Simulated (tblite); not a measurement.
# C5H13O2P: the cost of one run

Computed with tblite 0.8.0 and PySCF 2.14.0, with density-fitted response routines of our own, on a single molecule, in the gas phase or a continuum. Atoms count from 0, in the outputs and in this text.

**1. The starting structure**

21 atoms, charge 0, multiplicity 1; geometry from: force field or distance geometry start.

Bonds of the start (Å): C0–O1 1.41, O1–C2 1.43, C2–C3 1.52, C3–P4 1.87, P4–C5 1.85, C5–O6 1.44, O6–C7 1.42, C0–H8 1.10, C0–H9 1.10, C0–H10 1.09, C2–H11 1.11, C2–H12 1.10, C3–H13 1.10, C3–H14 1.09, P4–H15 1.41, C5–H16 1.09, C5–H17 1.09, C7–H18 1.09, C7–H19 1.09, C7–H20 1.09.

**2. Geometry optimisation with GFN2-xTB**

The job: settings as JSON, then the geometry in Å.

```
{"job": {"kind": "relax", "xc": "GFN2-xTB", "basis": "xTB"}, "charge": 0, "multiplicity": 1}
C     -2.778500     1.596200     0.591000
O     -1.635800     1.132000    -0.098400
C     -1.887700    -0.088800    -0.796100
C     -0.614500    -0.566100    -1.475400
P      0.534700    -1.466000    -0.305800
C      1.107600    -0.041600     0.725200
O      2.259800    -0.264500     1.552500
C      3.489900    -0.064000     0.869200
H     -3.112000     0.865100     1.337700
H     -3.597300     1.803400    -0.114600
H     -2.531200     2.526800     1.104100
H     -2.643800     0.129200    -1.573900
H     -2.316700    -0.837500    -0.109500
H     -0.868100    -1.285600    -2.261500
H     -0.081200     0.271800    -1.925900
H      1.647500    -1.525400    -1.167500
H      0.297500     0.197500     1.421300
H      1.274300     0.845200     0.111600
H      3.581600    -0.764700     0.035800
H      3.563900     0.963600     0.511100
H      4.301200    -0.243800     1.568600
```

Command:

```
OMP_NUM_THREADS=1 python probes_run.py task.json out
```

The driver reads the jobs from task.json and runs them one after another.

Q: Estimate the wall time and peak memory of this first job on 1 thread of Intel Xeon Platinum 8488C, shared host.

About 1.3 s, with a peak of 0.18 GiB.
